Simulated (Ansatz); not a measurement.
# CH10O2Si3: the cost of one run

Program: Ansatz 0.2.0. Level of theory: RHF/6-31G*. These are calculated values, not measurements.

## 1. The system as given

Bond lengths (14 of 15 bonds, heavy atoms first): O1–C2 1.372 Å, C2–Si3 1.863 Å, Si3–O4 1.692 Å, O4–Si5 1.690 Å, Si5–Si6 2.332 Å, O1–H7 0.986 Å, C2–H8 1.121 Å, C2–H9 1.096 Å, Si3–H10 1.525 Å, Si3–H11 1.501 Å, Si5–H12 1.448 Å, Si5–H13 1.485 Å, Si6–H14 1.486 Å, Si6–H15 1.518 Å. Angles (14 of 26 angles, heavy atoms first): O1–C2–Si3 117.8°, C2–Si3–O4 115.9°, Si3–O4–Si5 133.4°, O4–Si5–Si6 113.7°, O1–C2–H8 107.2°, O1–C2–H9 107.6°, Si3–C2–H8 106.8°, Si3–C2–H9 107.4°, C2–O1–H7 109.5°, C2–Si3–H10 110.6°, C2–Si3–H11 109.6°, O4–Si3–H10 105.3°, O4–Si3–H11 109.3°, O4–Si5–H12 108.7°.

Structure file:

```xyz
16

O    -1.0095   -1.7717   -0.7690
C     0.1893   -2.2039   -0.2595
Si    1.0889   -1.0788    0.9218
O     1.5450    0.4283    0.3030
Si    0.7811    1.5501   -0.7038
Si   -1.3437    2.1738    0.0270
H    -1.6682   -1.6938   -0.0401
H     0.8761   -2.3787   -1.1286
H     0.0050   -3.1495    0.2632
H     2.3839   -1.7268    1.3990
H     0.2583   -0.8772    2.1551
H     0.7541    1.0219   -2.0514
H     1.6109    2.7812   -0.7267
H    -2.0392    3.0639   -0.9382
H    -2.1909    0.9324    0.2410
H    -1.2640    2.9064    1.3513
```

## 2. Relaxing end A

Contents of input.yaml:

```yaml
crystal:
  periodic: [false, false, false]
  atoms:
    - { symbol: O, position_ang: [-1.0095, -1.7717, -0.769] }
    - { symbol: C, position_ang: [0.1893, -2.2039, -0.2595] }
    - { symbol: Si, position_ang: [1.0889, -1.0788, 0.9218] }
    - { symbol: O, position_ang: [1.545, 0.4283, 0.303] }
    - { symbol: Si, position_ang: [0.7811, 1.5501, -0.7038] }
    - { symbol: Si, position_ang: [-1.3437, 2.1738, 0.027] }
    - { symbol: H, position_ang: [-1.6682, -1.6938, -0.0401] }
    - { symbol: H, position_ang: [0.8761, -2.3787, -1.1286] }
    - { symbol: H, position_ang: [0.005, -3.1495, 0.2632] }
    - { symbol: H, position_ang: [2.3839, -1.7268, 1.399] }
    - { symbol: H, position_ang: [0.2583, -0.8772, 2.1551] }
    - { symbol: H, position_ang: [0.7541, 1.0219, -2.0514] }
    - { symbol: H, position_ang: [1.6109, 2.7812, -0.7267] }
    - { symbol: H, position_ang: [-2.0392, 3.0639, -0.9382] }
    - { symbol: H, position_ang: [-2.1909, 0.9324, 0.241] }
    - { symbol: H, position_ang: [-1.264, 2.9064, 1.3513] }
basis:
  gaussian: { orbitals: "6-31G*" }
hamiltonian:
  xc: hf
relax:
  f_tol: 0.015
  max_steps: 40
```

The run is started by

```bash
$ ansatz run input.yaml --threads 2 --pin off --max-ram 3072MiB --backend cpu --events-out ev --progress --plain --runs-dir out
```

What time and memory should one allow on 2 threads of Arm Neoverse V2, shared host?

About 42 s, with a peak of 0.3 GiB.
